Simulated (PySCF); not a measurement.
# Zr(OSiMe3)Cl3: geometry, NMR shifts and electronic excitations

What NMR shifts and electronic excitations should Zr(OSiMe3)Cl3 (`C[Si](C)(C)[O][Zr]([Cl])([Cl])[Cl]`) show?

The runs use PySCF 2.14.0, with density-fitted response routines of our own; the level of theory stands in each step. All values are computed, except where a source is named. Atoms are numbered from 0 throughout.

## 1. The starting structure

18 atoms, charge 0, multiplicity 1; geometry from: GFN2-xTB. The atoms were then displaced at random by about 0.03 Å, so the start is not that level's minimum.

Bonds of the start (Å): Zr0–O1 1.86, Zr0–Cl15 2.24, Zr0–Cl16 2.40, Zr0–Cl17 2.25, O1–Si2 1.64, Si2–C3 2.03, Si2–C4 1.89, Si2–C5 1.89, C3–H6 1.06, C3–H7 1.13, C3–H8 0.99, C4–H9 1.11, C4–H10 1.13, C4–H11 1.07, C5–H12 1.11, C5–H13 1.13, C5–H14 1.05.

## 2. Geometry optimisation at PBE0-D3(BJ)/def2-SVP

Job settings and geometry (Å):

```
{"job": {"xc": "PBE0", "basis": "def2-SVP", "d3": "d3bj", "grid": 1, "maxiter": 40, "shake": 0.03, "kind": "geom"}, "charge": 0, "multiplicity": 1}
Zr     0.682540    -0.935720    -1.908390
O      0.831420    -1.291830    -0.089630
Si    -0.007210    -0.115890     0.690830
C      1.002440     1.487120    -0.025860
C      0.072320    -0.250730     2.579000
C     -1.724640    -0.233360    -0.091160
H      1.437480     2.066910     0.743470
H      0.239990     2.155150    -0.534290
H      1.661490     1.183610    -0.695480
H      1.090100    -0.218200     3.016080
H     -0.486390     0.585360     3.087280
H     -0.359600    -1.152540     2.965750
H     -1.776600    -1.010020    -0.885840
H     -2.529240    -0.512070     0.658360
H     -2.045260     0.647750    -0.558790
Cl     2.660600    -0.647820    -2.911690
Cl    -0.468470     0.881880    -2.971990
Cl    -0.337300    -2.622690    -2.989930
```

Run with:

```
$ OMP_NUM_THREADS=1 python probes_run.py task.json out
```

One launch serves the whole session: the jobs run in the order shown.

Standard output:

```text
step   0  E = -1910.98006296  max force = 0.128206
step   1  E = -1911.01901849  max force = 0.038393
step   2  E = -1911.03075451  max force = 0.011983
step   3  E = -1911.03887193  max force = 0.022392
step   4  E = -1911.04386944  max force = 0.022961
step   5  E = -1911.03588644  max force = 0.023610
step   6  E = -1911.04511189  max force = 0.014730
step   7  E = -1911.04790255  max force = 0.010188
step   8  E = -1911.04903668  max force = 0.004223
step   9  E = -1911.04938732  max force = 0.005913
step  10  E = -1911.04990244  max force = 0.003213
step  11  E = -1911.04976970  max force = 0.013452
step  12  E = -1911.05073705  max force = 0.003210
step  13  E = -1911.05060645  max force = 0.002432
step  14  E = -1911.05086858  max force = 0.001015
step  15  E = -1911.05103232  max force = 0.001485
step  16  E = -1911.05106198  max force = 0.000499
step  17  E = -1911.05111893  max force = 0.001347
step  18  E = -1911.05120803  max force = 0.001646
step  19  E = -1911.05152186  max force = 0.001053
step  20  E = -1911.05015247  max force = 0.014677
step  21  E = -1911.05193435  max force = 0.001906
step  22  E = -1911.05215167  max force = 0.001927
step  23  E = -1911.05233372  max force = 0.001751
step  24  E = -1911.05297327  max force = 0.001664
step  25  E = -1911.05386144  max force = 0.001931
step  26  E = -1911.05459901  max force = 0.003964
step  27  E = -1911.05478568  max force = 0.002873
step  28  E = -1911.05514315  max force = 0.001529
step  29  E = -1911.05582561  max force = 0.003817
step  30  E = -1911.05633767  max force = 0.002347
step  31  E = -1911.05647459  max force = 0.001793
step  32  E = -1911.05653700  max force = 0.001032
step  33  E = -1911.05653884  max force = 0.000873
step  34  E = -1911.05653262  max force = 0.000734
step  35  E = -1911.05653589  max force = 0.000653
step  36  E = -1911.05653880  max force = 0.000640
step  37  E = -1911.05654023  max force = 0.000595
step  38  E = -1911.05654104  max force = 0.000561
step  39  E = -1911.05654173  max force = 0.000523
step  40  E = -1911.05654204  max force = 0.000502
optimisation not converged
```

Run time: 39 min. Hardware: 1 thread of Arm Neoverse N1, shared host; peak memory 1.2 GiB.

Relaxation path: (not every step is listed) (the energy doesn't fall at every step)

```tsv
step	energy from step 0 (eV)	largest force component (eV/Å)
0	0.0000	6.5926
1	-1.0600	1.9742
2	-1.3794	0.6162
3	-1.6003	1.1514
4	-1.7363	1.1807
5	-1.5190	1.2141
6	-1.7701	0.7574
7	-1.8460	0.5239
8	-1.8769	0.2172
10	-1.9004	0.1652
12	-1.9231	0.1651
14	-1.9267	0.0522
16	-1.9320	0.0257
18	-1.9360	0.0846
20	-1.9072	0.7547
22	-1.9616	0.0991
24	-1.9840	0.0856
26	-2.0282	0.2038
28	-2.0430	0.0786
30	-2.0755	0.1207
32	-2.0810	0.0531
34	-2.0808	0.0377
35	-2.0809	0.0336
36	-2.0810	0.0329
37	-2.0811	0.0306
38	-2.0811	0.0288
39	-2.0811	0.0269
40	-2.0811	0.0258
```

Distances of close pairs at the start and the end, largest changes first:

```tsv
bond	before (Å)	after (Å)	change (Å)
Zr0–H8	2.631	4.601	+1.970
Zr0–Si2	2.811	3.572	+0.761
Si2–C3	2.026	1.867	-0.159
C3–H8	0.987	1.101	+0.114
Zr0–Cl15	2.237	2.348	+0.112
Zr0–Cl17	2.248	2.343	+0.094
O1–Si2	1.642	1.705	+0.064
Zr0–Cl16	2.400	2.342	-0.058
```

The next job starts from the end point, and lists it.

The optimisation stopped before it met its thresholds, so this geometry is not quite a stationary point, and what follows inherits that.

```tsv
at the end point	value
point group (found at 0.08 Å tolerance)	C1
rotational constants (GHz, main isotopes)	0.744, 0.366, 0.364
dipole moment (D)	3.99
```

## 3. Shielding tensors: PBE0/def2-TZVP+pcSseg-1

Job settings and geometry (Å):

```
{"job": {"kind": "nmr", "xc": "PBE0", "basis": {"default": "pcSseg-1", "Zr": "def2-TZVP"}}, "charge": 0, "multiplicity": 1}
Zr     0.770285    -0.692142    -2.775956
O      0.371390    -0.112925    -1.034491
Si    -0.131072     0.184208     0.567766
C      0.497261     1.882839     1.019114
C      0.632936    -1.159405     1.616957
C     -1.997051     0.093174     0.562373
H      0.245461     2.133423     2.061755
H      0.050603     2.650259     0.368030
H      1.591452     1.936791     0.909863
H      1.732276    -1.115680     1.573362
H      0.330184    -1.059117     2.671355
H      0.315953    -2.154439     1.267184
H     -2.427311     0.859581    -0.100845
H     -2.335760    -0.892914     0.207437
H     -2.406503     0.248133     1.573190
Cl     3.086316    -1.022092    -2.978493
Cl     0.034766     0.918785    -4.308826
Cl    -0.417516    -2.681568    -3.122054
```

Method: GIAO PBE0/pcSseg-1 Zr:def2-TZVP NMR shielding, scalar relativity only through core potentials, gas phase.

Standard output:

```text
coarse grid: 76536 points
cycle   1  E = -1910.7928589451  dE = -4.372e+00  |g| = 1.817e+00  |ddm| = 5.630e+00
cycle   2  E = -1909.8112474783  dE =  9.816e-01  |g| = 2.630e+00  |ddm| = 4.464e+00
cycle   3  E = -1911.5311061238  dE = -1.720e+00  |g| = 6.558e-01  |ddm| = 3.283e+00
cycle   4  E = -1911.5623306383  dE = -3.122e-02  |g| = 5.357e-01  |ddm| = 7.449e-01
cycle   5  E = -1911.6190772655  dE = -5.675e-02  |g| = 7.700e-02  |ddm| = 3.513e-01
cycle   6  E = -1911.6204120666  dE = -1.335e-03  |g| = 2.017e-02  |ddm| = 8.165e-02
cycle   7  E = -1911.6205160525  dE = -1.040e-04  |g| = 3.354e-03  |ddm| = 1.913e-02
cycle   8  E = -1911.6205185387  dE = -2.486e-06  |g| = 7.766e-04  |ddm| = 3.730e-03
final grid: 154752 points
cycle   9  E = -1911.6203718624  dE = -1.960e-07  |g| = 6.830e-04  |ddm| = 2.442e-03
cycle  10  E = -1911.6203718716  dE = -9.161e-09  |g| = 6.563e-04  |ddm| = 1.252e-03
cycle  11  E = -1911.6203719629  dE = -9.129e-08  |g| = 9.784e-05  |ddm| = 5.936e-04
cycle  12  E = -1911.6203719650  dE = -2.090e-09  |g| = 2.073e-05  |ddm| = 8.706e-05
cycle  13  E = -1911.6203719650  dE = -7.685e-11  |g| = 7.399e-06  |ddm| = 1.674e-05
converged SCF energy = -1911.6203719650

GIAO shielding tensors (ppm)
atom      isotropic    diamagn.    paramagn.     s11        s22        s33       span
  0 Zr         nan         nan         nan        nan        nan        nan        nan
  1 O      -48.700     404.407    -453.107   -202.672   -198.014    254.586    457.258
  2 Si     314.916     881.252    -566.336    301.852    304.445    338.451     36.599
  3 C      183.262     256.599     -73.336    174.742    183.685    191.360     16.618
  4 C      182.787     257.104     -74.317    173.491    183.912    190.957     17.466
  5 C      182.918     257.161     -74.244    173.985    183.714    191.054     17.069
  6 H       31.268      30.160       1.108     27.252     28.367     38.183     10.931
  7 H       30.834      31.403      -0.569     26.957     28.557     36.989     10.032
  8 H       30.859      31.400      -0.542     26.994     28.534     37.048     10.054
  9 H       30.796      31.685      -0.889     27.149     28.327     36.911      9.762
 10 H       31.241      30.449       0.792     27.246     28.283     38.194     10.948
 11 H       30.809      32.060      -1.251     27.033     28.625     36.768      9.734
 12 H       30.828      31.754      -0.926     27.217     28.319     36.948      9.731
 13 H       30.745      32.103      -1.359     26.954     28.556     36.724      9.770
 14 H       31.229      30.465       0.764     27.231     28.271     38.186     10.955
 15 Cl     471.382    1149.637    -678.255     95.734    317.458   1000.955    905.221
 16 Cl     465.894    1149.642    -683.747     91.028    308.638    998.017    906.988
 17 Cl     470.247    1149.828    -679.580     93.398    314.269   1003.075    909.677
```

It took 2.7 min on 1 thread of Arm Neoverse N1, shared host; peak memory 1.6 GiB.

Shifts follow as δ = σ(reference) − σ, with reference shieldings (ppm) from runs at the same level and on the same kind of geometry: 1H TMS 31.27, 13C TMS 184.4, 29Si TMS 352.0, 17O H2O 334.6, 35Cl HCl 943. The references are single molecules in the gas phase, so shifts against H2O, NH3, PH3, H3PO4 or CFCl3 are not on the usual liquid scales and can be off by tens of ppm. Atoms listed in one row are averaged.

```tsv
atoms	environment	σ (ppm)	δ (ppm)
C3, C4, C5	carbon bonded to Si, 3 H	183.0	1.4
H6, H7, H8, H9, H10 and 4 more	hydrogen on a carbon bonded to Si	30.96	0.31
O1	oxygen bonded to Si, Zr	-48.7	383.3
Si2	silicon bonded to 3 C, O	314.9	37.1
Cl15, Cl16, Cl17	chlorine bonded to Zr	469	474
```

Atoms past Kr carry core potentials, so their printed shieldings have no meaning and are left out of the table.

Charges from the same density, by scheme (e):

```tsv
atoms	Mulliken	ESP fit
Zr0	1.24	0.83
O1	-0.77	-0.49
Si2	1.12	1.07
C3, C4, C5	-0.65	-0.73
Cl15, Cl16, Cl17	-0.33	-0.25
```

Mayer bond orders: Zr0–O1 1.14, Zr0–Cl15 1.08, Zr0–Cl16 1.09, Zr0–Cl17 1.09, O1–Si2 0.72, Si2–C3 0.98, Si2–C4 0.98, Si2–C5 0.98.

With diffuse functions Mulliken charges and Mayer bond orders lose their meaning; the other schemes are steadier.

The fields below are evaluated on a grid from the run's orbitals.

Frontier orbitals at PBE0/def2-TZVP+pcSseg-1, with the share of their density that lies nearest to each atom:

```tsv
orbital	energy (eV)	lies on
HOMO	-8.87	C4, C5 about 19 % each; O1 15 %; Si2 14 %
LUMO	-1.95	Zr0 70 %; Cl17 11 %; Cl15, Cl16 about 7 % each
```

ELF in a plane through or near 5 of the atoms.

Values, 10 rows by 14 columns:
```
0.00 0.00 0.00 0.00 0.00 0.00 0.00 0.00 0.00 0.00 0.00 0.00 0.00 0.00
0.00 0.02 0.21 0.35 0.17 0.00 0.00 0.00 0.00 0.00 0.00 0.00 0.00 0.00
0.00 0.38 0.86 0.82 0.72 0.04 0.00 0.01 0.01 0.00 0.00 0.00 0.00 0.00
0.00 0.50 0.86 0.32 0.72 0.02 0.01 0.03 0.03 0.01 0.00 0.00 0.00 0.00
0.00 0.05 0.17 0.52 0.74 0.76 0.77 0.08 0.30 0.05 0.01 0.00 0.00 0.00
0.00 0.00 0.02 0.86 0.86 0.79 0.81 0.47 0.12 0.07 0.00 0.00 0.00 0.00
0.00 0.00 0.05 0.05 0.03 0.20 0.06 0.74 0.66 0.81 0.47 0.00 0.00 0.00
0.00 0.00 0.00 0.02 0.01 0.00 0.04 0.72 0.66 0.96 0.84 0.00 0.00 0.00
0.00 0.00 0.00 0.00 0.00 0.00 0.01 0.21 0.20 0.07 0.01 0.00 0.00 0.00
0.00 0.00 0.00 0.00 0.00 0.00 0.00 0.00 0.00 0.00 0.00 0.00 0.00 0.00
```
The map spans 12.8 Å across and 10.0 Å up, centred on the molecule. Atoms in the plane (x, y in Å): Zr0 (-3.0, 0.1), O1 (-1.1, 0.1), Si2 (0.6, 0.0), C5 (1.0, -1.8), Cl15 (-3.8, 2.3).

log10 of the density (e/Å³) in the same plane.

Ten even steps from '0' (-4.0) to '9' (1.5):
```
0000111000000000000000000000
0012233221000000000000000000
0123444432100000000000000000
0234566543210011110000000000
1245677654311122221000000000
1346799765322233332210000000
1346788765433344443221000000
1245667665555555554321000000
0134567876777666654332000000
0123468787788789764332000000
0123468887787789754321000000
0133456776666667664432000000
0123445554444567766542000000
0023344443334567876543000000
0012333332223567766542000000
0001122211123456554431000000
0000011100012344443321000000
0000000000001222222100000000
0000000000000011110000000000
0000000000000000000000000000
```
The map spans 12.8 Å across and 10.0 Å up, centred on the molecule. Atoms in the plane (x, y in Å): Zr0 (-3.0, 0.1), O1 (-1.1, 0.1), Si2 (0.6, 0.0), C5 (1.0, -1.8), Cl15 (-3.8, 2.3).

On the surface of density 0.002 e/bohr³ the electrostatic potential runs, from the 1st to the 99th percentile, from -0.46 V near Cl15 to 2.03 V near Zr0.

## 4. Ultraviolet spectrum: CAM-B3LYP/def2-SVPD

Same as in step 3 but for these lines:

```diff
@@ -1,2 +1,2 @@
-{"job": {"kind": "nmr", "xc": "PBE0", "basis": {"default": "pcSseg-1", "Zr": "def2-TZVP"}}, "charge": 0, "multiplicity": 1}
+{"job": {"kind": "uv", "xc": "CAM-B3LYP", "basis": "def2-SVPD", "ip": false, "nstates": 10}, "charge": 0, "multiplicity": 1}
 Zr     0.770285    -0.692142    -2.775956
```

Method: TDDFT CAM-B3LYP/def2-SVPD, vertical, gas phase, core orbitals frozen in the response.

Standard output:

```text
coarse grid: 76536 points
cycle   1  E = -1911.4119965766  dE = -5.626e+00  |g| = 1.183e+00  |ddm| = 1.044e+01
cycle   2  E = -1911.2569951564  dE =  1.550e-01  |g| = 1.474e+00  |ddm| = 6.326e+00
cycle   3  E = -1911.7684734897  dE = -5.115e-01  |g| = 2.641e-01  |ddm| = 3.258e+00
cycle   4  E = -1911.7778284374  dE = -9.355e-03  |g| = 1.518e-01  |ddm| = 1.091e+00
cycle   5  E = -1911.7829018001  dE = -5.073e-03  |g| = 3.439e-02  |ddm| = 3.868e-01
cycle   6  E = -1911.7831968772  dE = -2.951e-04  |g| = 5.016e-03  |ddm| = 1.195e-01
cycle   7  E = -1911.7832048858  dE = -8.009e-06  |g| = 1.245e-03  |ddm| = 1.242e-02
final grid: 154752 points
cycle   8  E = -1911.7829360565  dE = -4.712e-07  |g| = 1.116e-03  |ddm| = 1.027e-02
cycle   9  E = -1911.7829359089  dE =  1.476e-07  |g| = 1.448e-03  |ddm| = 5.309e-03
cycle  10  E = -1911.7829363954  dE = -4.865e-07  |g| = 2.535e-04  |ddm| = 4.168e-03
cycle  11  E = -1911.7829364099  dE = -1.448e-08  |g| = 4.995e-05  |ddm| = 3.636e-04
cycle  12  E = -1911.7829364109  dE = -1.024e-09  |g| = 3.443e-05  |ddm| = 1.643e-04
cycle  13  E = -1911.7829364113  dE = -3.683e-10  |g| = 3.976e-06  |ddm| = 1.897e-04
converged SCF energy = -1911.7829364113

Static polarisability (au): isotropic 145.265, principal 141.355 142.496 151.943

Singlet excitations
state   eV       nm        f      main configurations
  1   6.1414    201.9   0.00006   H-1->L 0.27, H-4->L 0.24, H-3->L+1 0.15
  2   6.1835    200.5   0.00022   H-2->L 0.34, H-3->L 0.16, H->L 0.15
  3   6.2149    199.5   0.00007   H-2->L+1 0.26, H-3->L+1 0.21, H->L+1 0.20
  4   6.3703    194.6   0.03470   H-2->L 0.34, H->L 0.21, H-3->L 0.18
  5   6.3770    194.4   0.02574   H-4->L+1 0.26, H-1->L+1 0.22, H-2->L 0.21
  6   6.4043    193.6   0.03714   H-2->L+1 0.56, H-5->L 0.16
  7   6.6452    186.6   0.00489   H-5->L 0.36, H-1->L 0.14, H-6->L 0.13
  8   6.6768    185.7   0.00391   H-5->L+1 0.29, H->L 0.15, H-7->L 0.13
  9   6.6954    185.2   0.00107   H-7->L+1 0.18, H-3->L+1 0.15, H->L+1 0.14
 10   6.7838    182.8   0.02304   H-6->L+1 0.23, H-1->L+1 0.21, H->L 0.11

Triplet excitations (Tamm-Dancoff, eV): 5.8534 5.8841 6.0124 6.0908
```

Wall time 5.4 min (1 thread of Arm Neoverse N1, shared host); peak memory 1.9 GiB.

The orbitals next to the gap, with their largest atomic shares:

```tsv
orbital	eV	atoms
HOMO−3	-10.82	Cl16 42 %, Cl15 23 %, Cl17 18 %
HOMO−2	-10.57	Cl16 35 %, Cl15 32 %, Cl17 31 %
HOMO−1	-10.21	C3 26 %, Si2 16 %, O1 15 %
HOMO	-10.20	C5 22 %, C4 19 %, Si2 16 %
LUMO	-0.84	Zr0 69 %, Cl17 12 %, Cl16 8 %
LUMO+1	-0.80	Zr0 69 %, Cl15 11 %, Cl16 10 %
LUMO+2	0.01	Zr0 62 %, Cl17 12 %, O1 12 %
```

With each of the 10 states as a Gaussian band of 0.4 eV half-width at 1/e, the curve within the window shown has maxima at 192 nm (ε 4,600) L/(mol cm). Beyond the last state computed it falls off for lack of states. The curve at chosen wavelengths:

| nm | ε (L/mol/cm) |
| --- | --- |
| 175 | 852 |
| 177 | 1246 |
| 179 | 1722 |
| 181 | 2262 |
| 183 | 2839 |
| 185 | 3410 |
| 187 | 3924 |
| 188 | 4142 |
| 190 | 4468 |
| 192 | 4614 |
| 194 | 4560 |
| 196 | 4316 |
| 198 | 3913 |
| 200 | 3404 |
| 202 | 2843 |
| 204 | 2285 |
| 206 | 1769 |
| 208 | 1323 |
| 210 | 956 |
| 211 | 803 |
| 213 | 554 |
| 215 | 371 |
| 217 | 242 |
| 219 | 154 |
| 221 | 95 |
| 223 | 58 |

Leading natural transition orbitals of singlet state 6: the hole lies on Cl15, Cl16 about 32 % each; Cl17 28 %; the particle on Zr0 70 %; Cl15 11 %; Cl16, Cl17 about 7 % each.

Leading natural transition orbitals of singlet state 1: the hole lies on Cl17 46 %; Cl16 20 %; O1 18 %; the particle on Zr0 69 %; Cl17 12 %; Cl16 8 %.

Further results of this job:

```tsv
property	computed
dipole moment (D)	3.98
polarisability (Å³)	21.53
HOMO–LUMO gap (eV)	9.36
−ε(HOMO) (eV)	10.20
```

## 5. Nuclear shieldings: B3LYP/def2-TZVP+pcSseg-1

Same as in step 4 but for these lines:

```diff
@@ -1,2 +1,2 @@
-{"job": {"kind": "uv", "xc": "CAM-B3LYP", "basis": "def2-SVPD", "ip": false, "nstates": 10}, "charge": 0, "multiplicity": 1}
+{"job": {"kind": "nmr", "xc": "B3LYP", "basis": {"default": "pcSseg-1", "Zr": "def2-TZVP"}, "pop": false}, "charge": 0, "multiplicity": 1}
 Zr     0.770285    -0.692142    -2.775956
```

Level: GIAO B3LYP/pcSseg-1 Zr:def2-TZVP NMR shielding, scalar relativity only through core potentials, gas phase.

Standard output:

```text
coarse grid: 76536 points
cycle   1  E = -1911.5222114204  dE = -4.190e+00  |g| = 2.030e+00  |ddm| = 5.658e+00
cycle   2  E = -1909.6410312950  dE =  1.881e+00  |g| = 3.352e+00  |ddm| = 5.741e+00
cycle   3  E = -1912.3252078909  dE = -2.684e+00  |g| = 9.822e-01  |ddm| = 4.684e+00
cycle   4  E = -1912.4267157161  dE = -1.015e-01  |g| = 7.363e-01  |ddm| = 1.100e+00
cycle   5  E = -1912.5325714498  dE = -1.059e-01  |g| = 1.004e-01  |ddm| = 4.626e-01
cycle   6  E = -1912.5347499481  dE = -2.178e-03  |g| = 3.966e-02  |ddm| = 1.212e-01
cycle   7  E = -1912.5351523760  dE = -4.024e-04  |g| = 5.936e-03  |ddm| = 3.443e-02
cycle   8  E = -1912.5351593610  dE = -6.985e-06  |g| = 1.375e-03  |ddm| = 6.434e-03
final grid: 154752 points
cycle   9  E = -1912.5349716983  dE = -1.463e-07  |g| = 1.464e-03  |ddm| = 3.847e-03
cycle  10  E = -1912.5349711774  dE =  5.209e-07  |g| = 2.027e-03  |ddm| = 3.327e-03
cycle  11  E = -1912.5349721354  dE = -9.579e-07  |g| = 5.939e-04  |ddm| = 2.085e-03
cycle  12  E = -1912.5349722238  dE = -8.846e-08  |g| = 6.875e-05  |ddm| = 5.040e-04
cycle  13  E = -1912.5349722248  dE = -9.250e-10  |g| = 1.425e-05  |ddm| = 5.170e-05
converged SCF energy = -1912.5349722248

GIAO shielding tensors (ppm)
atom      isotropic    diamagn.    paramagn.     s11        s22        s33       span
  0 Zr         nan         nan         nan        nan        nan        nan        nan
  1 O      -54.728     404.937    -459.666   -209.103   -204.299    249.217    458.319
  2 Si     304.504     881.317    -576.813    292.908    295.480    325.123     32.214
  3 C      178.293     255.038     -76.745    169.952    178.275    186.653     16.700
  4 C      177.826     255.584     -77.758    168.688    178.533    186.257     17.569
  5 C      177.976     255.647     -77.671    169.228    178.344    186.355     17.127
  6 H       31.393      30.193       1.200     27.584     28.631     37.963     10.379
  7 H       30.970      31.507      -0.536     27.290     28.801     36.820      9.530
  8 H       30.995      31.508      -0.513     27.328     28.779     36.877      9.549
  9 H       30.933      31.797      -0.865     27.479     28.574     36.745      9.266
 10 H       31.366      30.488       0.878     27.577     28.550     37.972     10.396
 11 H       30.943      32.192      -1.249     27.361     28.866     36.602      9.242
 12 H       30.966      31.871      -0.905     27.547     28.566     36.784      9.237
 13 H       30.877      32.235      -1.358     27.276     28.795     36.559      9.283
 14 H       31.356      30.505       0.851     27.563     28.541     37.964     10.402
 15 Cl     446.040    1150.104    -704.063     60.606    287.700    989.815    929.208
 16 Cl     440.896    1150.111    -709.215     57.001    278.874    986.812    929.811
 17 Cl     445.426    1150.311    -704.885     59.084    285.079    992.116    933.032
```

It took 1.9 min on 1 thread of Arm Neoverse N1, shared host; peak memory 1.5 GiB.

In short: δ C3 1.2, O1 388.8, Si2 33.4, Cl15 486, H6 0.29 ppm (means over like atoms).

## 6. Comparing the runs: NMR shifts

Shifts (ppm), means over like atoms, with basis size and wall time:

```tsv
run	C3	H6	O1	Si2	Cl15	functions	time
PBE0/def2-TZVP+pcSseg-1	1.4	0.31	383.3	37.1	474	249	2.7 min
B3LYP/def2-TZVP+pcSseg-1	1.2	0.29	388.8	33.4	486	249	1.9 min
```

## 7. Results

| quantity | value |
| --- | --- |
| point group | C1 |
| rotational constants (main isotopes) | 0.74, 0.37, 0.36 GHz |
| 13C shifts against TMS (PBE0/def2-TZVP+pcSseg-1, means over atoms taken as alike) | 1.4 ppm |
| 1H shifts against TMS (PBE0/def2-TZVP+pcSseg-1, means over atoms taken as alike) | 0.31 ppm |
| 17O shifts against H2O (PBE0/def2-TZVP+pcSseg-1) | 383.3 ppm |
| 29Si shifts against TMS (PBE0/def2-TZVP+pcSseg-1) | 37.1 ppm |
| 35Cl shifts against HCl (PBE0/def2-TZVP+pcSseg-1, means over atoms taken as alike) | 474 ppm |
| surface potential, 1st and 99th percentile | -0.46 V and 2.03 V |
| lowest singlet (CAM-B3LYP/def2-SVPD) | 6.14 eV (202 nm), f = 0.000 |
| brightest single state of those computed | state 6, 6.40 eV, f = 0.037 |
| lowest triplet | 5.85 eV |
| range of the shift of Cl15 | 474 to 486 ppm |

**Reading.** The start was shaken at random, so part of the energy gained undoes that. Relaxing lowered the energy by 2.081 eV in 40 steps; the close pair that moved most is Zr0–H8, from 2.631 to 4.601 Å. No frequency check was run at this level, so the end point may be a saddle. At PBE0/def2-TZVP+pcSseg-1: The widest tensor belongs to Cl15, Cl16, Cl17: span 907 ppm, with a paramagnetic part of -681 ppm. By nearest atom (PBE0/def2-TZVP+pcSseg-1), the HOMO sits on C4, C5 about 19 % each; O1 15 % and the LUMO on Zr0 70 %; Cl17 11 %. The first singlet state (HOMO−1→LUMO 0.27, HOMO−4→LUMO 0.24) lies at 6.14 eV and is dark; of the 10 states computed, the strongest absorption comes from states 4 to 6 together at 6.40 eV. The lowest triplet lies 0.29 eV below the lowest singlet (triplets in Tamm-Dancoff, singlets in full TDDFT). In ppm, Cl15 (with its like atoms) moves most: its shift spreads over 12 ppm, from 474 (PBE0/def2-TZVP+pcSseg-1) to 486 (B3LYP/def2-TZVP+pcSseg-1). Spin-orbit coupling is left out, which matters for shieldings and couplings at and beside the heavy atoms.
